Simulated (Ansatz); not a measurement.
# Al4Fe3Co: the cost of one run

Program: Ansatz 0.2.0. Level of theory: DFT PBE, scalar-relativistic, plane waves, PAW, unless a step names another level. These are calculated values, not measurements.

1 further run of the same task is left out (set aside as unsound or not needed). Runs told in other sessions of the task aren't counted.

**1. Starting point**

Symmetry: Im-3m, No. 229, cubic system. Conventional cell: a = 5.736 Å, b = 5.736 Å, c = 5.736 Å, α = 90.00°, β = 90.00°, γ = 90.00°. Around Al (site symmetry -3m) lie 2 Co at 2.48 Å and 6 Fe at 2.48 Å. Co (site symmetry m-3m) is surrounded by 8 Al at 2.48 Å. Around Fe (site symmetry 4/mmm) lie 8 Al at 2.48 Å.

Coordinates:

```cif
data_structure
_symmetry_space_group_name_H-M 'P 1'
_symmetry_Int_Tables_number 1
_cell_length_a 4.9676
_cell_length_b 4.9676
_cell_length_c 4.9676
_cell_angle_alpha 109.471
_cell_angle_beta 109.471
_cell_angle_gamma 109.471
_cell_volume 94.37
loop_
_atom_site_label
_atom_site_type_symbol
_atom_site_fract_x
_atom_site_fract_y
_atom_site_fract_z
_atom_site_occupancy
Al1 Al 0.00000 0.50000 0.00000 1
Al2 Al 0.50000 0.50000 0.50000 1
Al3 Al 0.00000 0.00000 0.50000 1
Al4 Al 0.50000 0.00000 0.00000 1
Co1 Co 0.00000 0.00000 0.00000 1
Fe1 Fe 0.50000 0.00000 0.50000 1
Fe2 Fe 0.50000 0.50000 0.00000 1
Fe3 Fe 0.00000 0.50000 0.50000 1
```

It is the end of an earlier relaxation with the same method, from a generated guess; it is a trial structure. At a tolerance of 0.05 Å it has space group Im-3m (No. 229); it has 11.80 Å³/atom, an uncorrected energy of -0.39 eV/atom over the elements and, on its mesh, gap none (metal).

**2. Elastic constants, atoms relaxed**

input.yaml reads:

```yaml
crystal:
  lattice:
    - [-2.8686014106, 2.8686014106, 2.8686014106]
    - [2.8686014106, -2.8686014106, 2.8686014106]
    - [2.8686014106, 2.8686014106, -2.8686014106]
  atoms:
    - { symbol: Al, position: [0.0, 0.5, 0.0] }
    - { symbol: Al, position: [0.5, 0.5, 0.5] }
    - { symbol: Al, position: [0.0, 0.0, 0.5] }
    - { symbol: Al, position: [0.5, 0.0, 0.0] }
    - { symbol: Co, position: [0.0, 0.0, 0.0] }
    - { symbol: Fe, position: [0.5, 0.0, 0.5], spin: 0.74 }
    - { symbol: Fe, position: [0.5, 0.5, 0.0], spin: 0.74 }
    - { symbol: Fe, position: [0.0, 0.5, 0.5], spin: 0.74 }
basis:
  ecutwfc: 420
kpoints:
  mp_grid: { grid: [10, 10, 10] }
hamiltonian:
  xc: pbe
scf:
  occupations: { method: gaussian, width: 0.2 }
output:
  forces: true
  stress: true
  eigenvalues: true
  populations: true
magnetization:
  spin_polarized: true
elastic:
  mode: relaxed_ion
  amplitude: 0.005
  stencil: two_point
```

Launch:

```
ansatz run input.yaml --threads 4 --pin off --max-ram 8192MiB --backend cpu --events-out ev --progress --plain --runs-dir out
```

**Question.** How long does this run take on 4 threads of Intel Xeon Platinum 8375C at 2.90GHz (Ice Lake), shared host, and how much memory does it need?

About 2.1 min, with a peak of 1.4 GiB.
